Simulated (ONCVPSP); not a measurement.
# An ONCV potential for Ge, from input to tests

Do these settings give a usable potential? It is generated, then checked for transferability, scattering, ghosts and hardness.

Program: ONCVPSP 4.0.1.1 (patched build). Reference atom: PBE, scalar-relativistic, spherical and spin-unpolarised. All values are calculated.

### Step 1. Settings

Typed settings, in words:

| Item | Value |
| --- | --- |
| element | germanium (Ge, Z = 32) |
| type | optimised norm-conserving Vanderbilt (ONCV) |
| frozen core | [Ar] |
| valence charge | 14 |
| reference configuration | 3d10 4s2 4p2 |
| partial waves | 4s: rc 1.46 bohr, ncon 4, nbas 7, qcut 4.8 1/bohr, 2 projectors, debl 3.7 Ha; 4p: rc 1.96 bohr, ncon 5, nbas 8, qcut 4 1/bohr, 2 projectors, debl 3.4 Ha; 3d: rc 1.18 bohr, ncon 3, nbas 7, qcut 10.9 1/bohr, 1 projector |
| local potential | polynomial inside 1.08 bohr (lpopt 5, dvloc0 2 Ha) |
| core correction | not asked for |

### Step 2. The generation run

Ge.dat reads:

```
# ATOM AND REFERENCE CONFIGURATION
# atsym  z   nc   nv     iexc    psfile
  Ge 32.00    5    3        4      upf
#
#   n    l    f
    1    0    2.00
    2    0    2.00
    2    1    6.00
    3    0    2.00
    3    1    6.00
    3    2   10.00
    4    0    2.00
    4    1    2.00
#
# PSEUDOPOTENTIAL AND OPTIMIZATION
# lmax
    2
#
#   l,   rc,      ep,       ncon, nbas, qcut
    0    1.46    0.00    4    7    4.80
    1    1.96    0.00    5    8    4.00
    2    1.18    0.00    3    7   10.90
#
# LOCAL POTENTIAL
# lloc, lpopt,  rc(5),   dvloc0
    4    5    1.08    2.00
#
# VANDERBILT-KLEINMAN-BYLANDER PROJECTORs
# l, nproj, debl
    0    2    3.70
    1    2    3.40
    2    1    2.30
#
# MODEL CORE CHARGE
# icmod, fcfact, rcfact
    0    0.00    0.00
#
# LOG DERIVATIVE ANALYSIS
# epsh1, epsh2, depsh
   -3.00    5.00    0.02
#
# OUTPUT GRID
# rlmax, drl
    6.00    0.01
#
# TEST CONFIGURATIONS
# ncnf
    4
# nvcnf
#   n    l    f
    3
    3    2   10.00
    4    0    2.00
    4    1    1.00
#
    3
    3    2   10.00
    4    0    2.00
    4    1    0.00
#
    3
    3    2   10.00
    4    0    1.00
    4    1    0.00
#
    3
    3    2   10.00
    4    0    1.00
    4    1    3.00
#
```

On the command line:

```console
$ oncvpsp.x < Ge.dat > Ge.out
```

What does the calculation give? Wanted: cutoffs for 1 and 0.1 mHa per electron, occupied waves; bound ghosts; GHOST(+) flags; largest test error; largest phase difference near zero energy, channels read.

The runs gave:

| quantity | value |
| --- | --- |
| cutoffs for 1 and 0.1 mHa per electron, occupied waves | 57 Ha and 143 Ha |
| bound ghosts | none found |
| GHOST(+) flags | s at 27 eV, s at 1043 eV |
| largest test error (AE − PS) | +41 meV, for 3d10 4s1 4p0 |
| largest phase difference near zero energy, channels read | 0.031 rad |

What this shows: By total energies transferability is fair: the largest error is 41 meV on 57.7 eV, for 3d10 4s1 4p0. That test lies far up in energy; among those under 40 eV, nearer to bonding, the largest error is 2.6 meV. It counts as hard, with 57 Ha needed at the looser tolerance. At the looser tolerance the 3d wave is the slowest; 4s needs 9 Ha. It is free of bound ghosts as far as tested. Of the channels read, d scatters worst near zero energy, by up to 0.03 rad. The pseudo curves have a pole with no partner nearby in the atom's: s at 0.98 Ha. At positive energy that is a spurious or a displaced resonance. The program also flags highly localised states, GHOST(+) (s). These are tests on the free atom; a crystal test is still owed.
